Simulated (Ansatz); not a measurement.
# CH4F2Si: the cost of one run

Program: Ansatz 0.2.0. Level of theory: RKS B3LYP-D4/STO-3G. These are calculated values, not measurements.

## Step 1: The system as given

Bond lengths: Si1–F2 1.590 Å, Si1–C3 1.870 Å, C3–H4 1.110 Å, C3–H5 1.110 Å, C3–H6 1.110 Å, Si1–H7 1.459 Å, Si1–F8 1.589 Å. Angles: F2–Si1–C3 109.4°, F2–Si1–H7 109.5°, F2–Si1–F8 109.5°, C3–Si1–H7 109.5°, C3–Si1–F8 109.5°, H7–Si1–F8 109.5°, Si1–C3–H4 109.5°, Si1–C3–H5 109.5°, Si1–C3–H6 109.5°, H4–C3–H5 109.4°, H4–C3–H6 109.4°, H5–C3–H6 109.4°.

Structure file:

```xyz
8

Si    0.0000    0.0000    0.0000
F     0.0000    0.0000    1.5900
C     1.7634    0.0000   -0.6227
H     2.1111   -1.0463   -0.7509
H     1.8119    0.5276   -1.5981
H     2.4154    0.5187    0.1108
H    -0.6877    1.1914   -0.4862
F    -0.7489   -1.2974   -0.5295
```

## Step 2: Relaxing the start

input.yaml reads:

```yaml
crystal:
  periodic: [false, false, false]
  atoms:
    - { symbol: Si, position_ang: [0.0, 0.0, 0.0] }
    - { symbol: F, position_ang: [0.0, 0.0, 1.59] }
    - { symbol: C, position_ang: [1.7634, 0.0, -0.6227] }
    - { symbol: H, position_ang: [2.1111, -1.0463, -0.7509] }
    - { symbol: H, position_ang: [1.8119, 0.5276, -1.5981] }
    - { symbol: H, position_ang: [2.4154, 0.5187, 0.1108] }
    - { symbol: H, position_ang: [-0.6877, 1.1914, -0.4862] }
    - { symbol: F, position_ang: [-0.7489, -1.2974, -0.5295] }
basis:
  gaussian: { orbitals: STO-3G }
hamiltonian:
  xc: b3lyp
  dispersion: d4
relax:
  f_tol: 0.02
  max_steps: 40
```

On the command line:

```bash
ansatz run input.yaml --threads 1 --pin off --max-ram 2048MiB --backend cpu --events-out ev --progress --plain --runs-dir out
```

What time and memory should one allow on 1 thread of Arm Neoverse V1, shared host?

About 20 s, with a peak of 0.11 GiB.
